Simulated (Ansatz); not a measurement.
Pt2W:

```
Pt W
1.0
    -1.38637    1.98220    4.15326
     1.38637   -1.98220    4.15326
     1.38637    1.98220   -4.15326
Pt W
2 1
Direct
  0.33678 0.33678 0.00000
  0.66322 0.66322 0.00000
  0.00000 0.00000 0.00000
```

The cell comes from a database or a generator and needn't be the stable form of this composition.

| Property | Result |
| --- | --- |
| Program | Ansatz 0.2.0 |
| Task | relaxation of cell and atoms |
| Functional | PBEsol |
| Dispersion | D3(BJ) |
| Potentials or basis | Ansatz PAW |
| Cutoff | 420 eV (not typed: the program's choice for these potentials) |
| k mesh | 12 × 12 × 12 |
| Occupations | fermi-dirac, width 0.05 eV |
| Spin | no spin polarisation |

At the start: volume 15.22 Å³/atom.

**Question.** How do energy, volume and symmetry change on relaxing?

**Answer.** It ends after 5 steps and the volume is 14.59 Å³/atom (-4.1 %); space group Immm (No. 71, to 0.05 Å).

Step by step:
| step | energy change (eV) | largest force (eV/Å) | volume (Å³) |
| --- | --- | --- | --- |
| 1 | 0.0000 | 0.0149 | 45.65 |
| 2 | -0.0794 | 0.0033 | 44.08 |
| 3 | -0.0819 | 0.0013 | 43.75 |
| 4 | -0.0819 | 0.0012 | 43.78 |
| 5 | -0.0810 | 0.0011 | 43.78 |

Final structure:
```xyz
3
Lattice="-1.3703 1.9493 4.0972 1.3703 -1.9493 4.0972 1.3703 1.9493 -4.0972" Properties=species:S:1:pos:R:3 pbc="T T T"
Pt    0.0000    0.0000    2.7569
Pt    0.0000    0.0000    5.4375
W     0.0000    0.0000    0.0000
```

Caveat: the plane-wave basis is chosen anew once the cell has moved, so the energies of steps on either side of that aren't comparable; pairwise dispersion overbinds metals, which lowers pressure and volume; the PAW data sets come from PBE, with cores solved anew for the run's functional, which leaves a small shift of forces and pressure.
